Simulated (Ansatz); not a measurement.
# F₃GeHO: one species, many methods

How much do the methods differ for F₃GeHO? The plan is to run it at one geometry with functionals of several rungs and with coupled cluster. The yardstick is the atomisation energy at the CCSD(T) limit.

Method: functionals in def2-TZVPP, the program's frozen cores in correlated methods; program: Ansatz 0.2.0, Gaussian basis.

Plan: LDA (SPW92), PBE-D4, revPBE-D4, BLYP-D4, r2SCAN-D4, B97M-V, PBE0-D4, B3LYP-D4, r2SCANh-D4, r2SCAN0-D4, HSE06-D4, BHLYP-D4, CAM-B3LYP-D4, LC-ωPBE, ωB97X-V, ωB97M-V, B2PLYP, PBE-QIDH; CCSD(T)/def2-SVP; CCSD(T)/def2-TZVPP; MP2/def2-QZVPP; extrapolation to the limit; RPA on PBE.

**1. Structure used throughout**

All runs share one geometry, relaxed beforehand with PBE0-D4 in a triple-zeta def2 set.

SMILES `[OH][Ge]([F])([F])[F]`, 6 atoms, charge 0, spin multiplicity 1.

Atoms are counted from 1 here; the program's logs count them from 0.

Bond lengths: O1–Ge2 1.728 Å, O1–H6 0.962 Å, Ge2–F3 1.694 Å, Ge2–F4 1.703 Å, Ge2–F5 1.703 Å. Angles: Ge2–O1–H6 113.9°, O1–Ge2–F3 108.1°, O1–Ge2–F4 112.7°, O1–Ge2–F5 112.7°, F3–Ge2–F4 108.5°, F3–Ge2–F5 108.6°, F4–Ge2–F5 106.2°.

**2. LDA**

This LDA is Slater exchange with PW92 correlation.

in.yaml reads:

```yaml
crystal:
  periodic: [false, false, false]
  atoms:
    - {symbol: O, position_ang: [-0.822458, 0.301640, 1.076858]}
    - {symbol: Ge, position_ang: [0.315332, -0.140687, -0.146342]}
    - {symbol: F, position_ang: [1.692822, -0.764375, 0.618418]}
    - {symbol: F, position_ang: [-0.291644, -1.322127, -1.212691]}
    - {symbol: F, position_ang: [0.784047, 1.179858, -1.114961]}
    - {symbol: H, position_ang: [-1.636000, 0.681792, 0.732518]}
basis:
  gaussian: {orbitals: def2-TZVPP}
hamiltonian: {xc: lda}
output: {orbitals: {seedname: orbitals}}
```

Started as:

```sh
ansatz run in.yaml --threads 4 --pin off --events-out ev --progress --plain --max-ram 10444MiB
```

The runs that follow: PBE-D4 (GGA); revPBE-D4 (GGA); BLYP-D4 (GGA); r2SCAN-D4 (meta-GGA); B97M-V (meta-GGA); PBE0-D4 (hybrid); B3LYP-D4 (hybrid); r2SCANh-D4 (hybrid); r2SCAN0-D4 (hybrid); HSE06-D4 (hybrid); BHLYP-D4 (hybrid); CAM-B3LYP-D4 (range-separated); LC-ωPBE (range-separated); ωB97X-V (range-separated); ωB97M-V (range-separated); B2PLYP (double hybrid); PBE-QIDH (double hybrid); CCSD(T) in def2-SVP; CCSD(T) in def2-TZVPP; MP2 in def2-QZVPP; RPA on PBE orbitals.

Before running them: what should the planned runs give, taken together? Wanted: atomisation energy, CCSD(T)/CBS; farthest beyond LDA; mean size of error, GGA; mean size of error, meta-GGA; mean size of error, hybrid; mean size of error, range-separated; mean size of error, double hybrid; gap, smallest and largest; T1 diagnostic.

The runs gave:

```
                               quantity                                      value
        atomisation energy, CCSD(T)/CBS                                  23.919 eV
    functionals within 0.239 eV (1.0 %)        r2SCAN-D4, B97M-V, LC-ωPBE, ωB97X-V
                    farthest beyond LDA                       BHLYP-D4 (-1.939 eV)
                mean size of error, GGA                                   0.435 eV
           mean size of error, meta-GGA                                   0.163 eV
             mean size of error, hybrid                                   0.942 eV
    mean size of error, range-separated                                   0.246 eV
      mean size of error, double hybrid                                   0.521 eV
              gap, smallest and largest  6.32 eV (LDA (SPW92)), 14.80 eV (LC-ωPBE)
                          T1 diagnostic                                     0.0122
triples share of the correlation energy                                      3.1 %
```

**Reading.** LDA overbinds by 4.216 eV (18 %). PBE-D4 is off by +0.282 eV. Double hybrids carry the basis error of their MP2 part in triple zeta, and no dispersion term here, so their miss is partly the set-up's. Taken by rung, meta-GGA functionals do best (0.163 eV on average) and hybrid ones worst beyond LDA (0.942 eV). The gap between the best rungs is small, so their order is not settled. The mean of the hybrids holds BHLYP, with half exact exchange. Misses under about 0.239 eV are within the doubt on the reference itself, which lacks core-valence correlation, relativity and higher excitations, and its outer-core shells are covered unevenly. Hartree-Fock recovers 67 % of the binding; the rest is correlation. CCSD(T) in def2-SVP is off by -2.055 eV, so the small basis spoils what the method gains. Orbital gaps span 6.3 to 14.8 eV; exact exchange widens them. Correlated methods include outer-core shells of Ge, which these sets cover unevenly.
